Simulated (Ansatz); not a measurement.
# CH4BrClFSn: the cost of one run

Program: Ansatz 0.2.0. Level of theory: RHF/def2-SVPD. These are calculated values, not measurements.

## (1) The system as given

SMILES `[CH3][SnH]([F])[Cl]`, 8 atoms, charge 0, spin multiplicity 1.

Atoms are counted from 1 here; the program's logs count them from 0.

Bond lengths: C1–Sn2 2.143 Å, C1–H5 1.105 Å, C1–H6 1.105 Å, C1–H7 1.105 Å, Sn2–F3 1.980 Å, Sn2–Cl4 2.381 Å, Sn2–H8 1.720 Å. Angles: Sn2–C1–H5 107.6°, Sn2–C1–H6 109.4°, Sn2–C1–H7 109.5°, H5–C1–H6 110.0°, H5–C1–H7 109.9°, H6–C1–H7 110.4°, C1–Sn2–F3 105.6°, C1–Sn2–Cl4 108.3°, C1–Sn2–H8 124.2°, F3–Sn2–Cl4 105.0°, F3–Sn2–H8 104.9°, Cl4–Sn2–H8 107.2°.

As a file:

```xyz
8

C    -0.2803    1.1653    0.1916
Sn    0.2981   -0.8264   -0.3458
F     1.8559   -1.2554    0.7989
Cl   -1.4175   -2.3188    0.3603
H    -0.4831    1.1729    1.2774
H     0.5438    1.8623   -0.0443
H    -1.1930    1.4465   -0.3635
H     0.7683   -1.3036   -1.9304
```

This geometry comes from a loose relaxation at PBE in a small basis, which is not shown.

## (4) The grid

The probe is moved over the molecule's main plane (x and y are the axes of that plane, centred on the molecule).

First coordinate, x of the probe's Br atom: 13 values from −5.94 Å. Second coordinate, y of the probe's Br atom: 11 values from −4.95 Å.

Nothing else is relaxed (molecule and probe rigid). Energies count from molecule and probe far apart, each relaxed in its own basis (no counterpoise correction). Points are written as (first, second).

The probe Br- moves over a plane: the molecule's main plane. The molecule is turned into the frame of its main axes, as the inputs below show.

(The set-up runs are not shown.)

## (5) Grid point (−1.98 Å, 4.95 Å)

File input.yaml:

```yaml
crystal:
  periodic: [false, false, false]
  atoms:
    - { symbol: C, position_ang: [-1.600408, 1.201045, -0.204791] }
    - { symbol: Sn, position_ang: [-0.089634, -0.065074, 0.598709] }
    - { symbol: F, position_ang: [-0.330393, -1.791493, -0.221964] }
    - { symbol: Cl, position_ang: [2.020434, 0.655522, -0.171954] }
    - { symbol: H, position_ang: [-1.517956, 1.193132, -1.290529] }
    - { symbol: H, position_ang: [-2.584625, 0.834137, 0.084272] }
    - { symbol: H, position_ang: [-1.471496, 2.21986, 0.157913] }
    - { symbol: H, position_ang: [0.046968, -0.362946, 2.260262] }
    - { symbol: Br, position_ang: [-1.98, 4.95, 0.0] }
total_charge: -1
basis:
  gaussian: { orbitals: def2-SVPD }
hamiltonian:
  xc: hf
output:
  forces: true
```

Started as:

```console
ansatz run input.yaml --threads 1 --pin off --max-ram 2560MiB --backend cpu --events-out ev --progress --plain --runs-dir out
```

**Question.** How long does this run take on 1 thread of Arm Neoverse N1, shared host, and how much memory does it need?

About 21 s, with a peak of 0.5 GiB.
